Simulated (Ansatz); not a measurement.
# WC (WC type): the cost of one run

Program: Ansatz 0.2.0. Level of theory: DFT PBE, with the methods named in each step. These are calculated values, not measurements.

## Step 1: The structure to begin with

It takes space group P-6m2 (No. 187, hexagonal). Conventional cell: a = 2.922 Å, b = 2.922 Å, c = 2.846 Å, α = 90.00°, β = 90.00°, γ = 120.00°. W (site symmetry -6m2) is surrounded by 6 C at 2.21 Å. Around C (site symmetry -6m2) lie 6 W at 2.21 Å.

As a file:

```xyz
2
Lattice="2.9224 0.0000 0.0000 -1.4612 2.5308 0.0000 0.0000 0.0000 2.8463" Properties=species:S:1:pos:R:3 pbc="T T T"
W     0.0000    0.0000    0.0000
C     0.0000    1.6872    1.4231
```

Whether this phase is the stable one at these pressures isn't tested.

Atoms are numbered in the order of the input: W1, C2.

## Step 2: The reference volume, LAPW

Input file input.yaml:

```yaml
crystal:
  lattice:
    - [2.9223597844, 0.0, 0.0]
    - [-1.4611798922, 2.5308378122, 0.0]
    - [0.0, 0.0, 2.8462915895]
  atoms:
    - { symbol: W, position: [0.0, 0.0, 0.0] }
    - { symbol: C, position: [0.3333333333, 0.6666666667, 0.5] }
kpoints:
  mp_grid: { grid: [17, 17, 15] }
  band_path:
    path:
      - [0.0, 0.0, 0.0]
      - [0.5, 0.0, 0.0]
      - [0.3333333333, 0.3333333333, 0.0]
      - [0.0, 0.0, 0.0]
      - [0.0, 0.0, 0.5]
      - [0.5, 0.0, 0.5]
      - [0.3333333333, 0.3333333333, 0.5]
      - [0.0, 0.0, 0.5]
      - [0.5, 0.0, 0.5]
    npoints: 14
scf:
  occupations: { method: fermi_dirac, width: 0.1 }
hamiltonian:
  xc: pbe
  pseudopotentials: { kind: all_electron, lapw: { basis_error: 0.001 } }
output:
  forces: true
  stress: true
  eigenvalues: true
  populations: true
  dos: { projected: true, de: 0.2, e_range: [-14, 8] }
```

The run is started by

```bash
ansatz run input.yaml --threads 1 --pin off --max-ram 2048MiB --backend cpu --events-out ev --progress --plain --runs-dir out
```

**Question.** How long does this run take on 1 thread of Arm Neoverse V2, shared host, and how much memory does it need?

About 1.8 min, with a peak of 0.67 GiB.
